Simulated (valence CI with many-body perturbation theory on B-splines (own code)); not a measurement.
**Levels and ionisation energy of Pt⁶³⁺**

Aim: the low levels of Pt⁶³⁺, its ionisation energy, and how pure its levels are, set against NIST.

The numbers are computed with an in-house CI+MBPT code version 3 (configuration interaction of the valence electrons, many-body perturbation theory for a frozen closed Dirac-Fock core, no-pair Dirac Hamiltonian, B-spline basis), except any that are marked as measured or tabulated.

## (1) The system

- element: platinum (Z = 78, A = 195)
- charge: +63
- frozen core: [Ne]
- start configuration of the valence electrons: 3s2 3p3
- nuclear rms radius: 5.4270 fm

## (2) The run

Settings, as recorded:

```ini
atom Pt  Z=78  mass_number=195  rms_radius_fm=5.4270
core [Ne]
valence 3s2 3p3
avg = 1
basis = M
breit = 1
cap = 40000
capref = 1200
cscale = 1
de = 0.0
dress = 0
eps = 2e-08
h = 0.27
hh = 1
l2 = 3
lcore = 6
maxit = 60
n2 = 5
natural = 1
nlev = 45
nno = [5, 5, 5, 4, 2, 1]
nroot = 26
nsp = [4, 4, 3, 2, 1, 0]
pt2 = 1
qed = 1
rpa = 1
s1 = 1
s2 = 1
s3 = 1
screen = 1
tol = 2e-05
```

On the command line:

```sh
python run_cv.py task.json out
```

task.json holds these settings.

Q: Predict the results.

As calculated:

| quantity | computed | tabulated |
| --- | --- | --- |
| lowest level | 3s2 3p3 ²P° 3/2 | 3p3 ²P°3/2 |
| first excitation | 3s2 3p2 3d ²D 3/2, 245.81 eV | - |
| ionisation energy, to 3s2 3p2 ³P J = 0 | 6920.2 eV | 6918 ± 19 eV (tabulated theoretical) |
| dipole polarisability of the lowest level | 0.002094 bohr³ | - |
| hyperfine A/(μ/I) of the lowest level | 251574 MHz | - |
| no level missing from the run's list below | 1130.6 eV | - |

**Reading.** The ionisation energy is 2.2 eV (0.03 %) above the NIST entry, whose uncertainty is 19 eV. Of the added terms Breit moves the ionisation energy most, by -6.2 eV. The lowest level is 100 % 3s2 3p3, but only 48 % ²P° beside 27 % ²D°, so its LS name says little. Cautions: intervals between levels of different J carry noise of about a tenth of the second-order remainder, tens of cm⁻¹ or more; by estimate large intervals hold to a few tenths of a per cent, small ones and the rates on them less well.
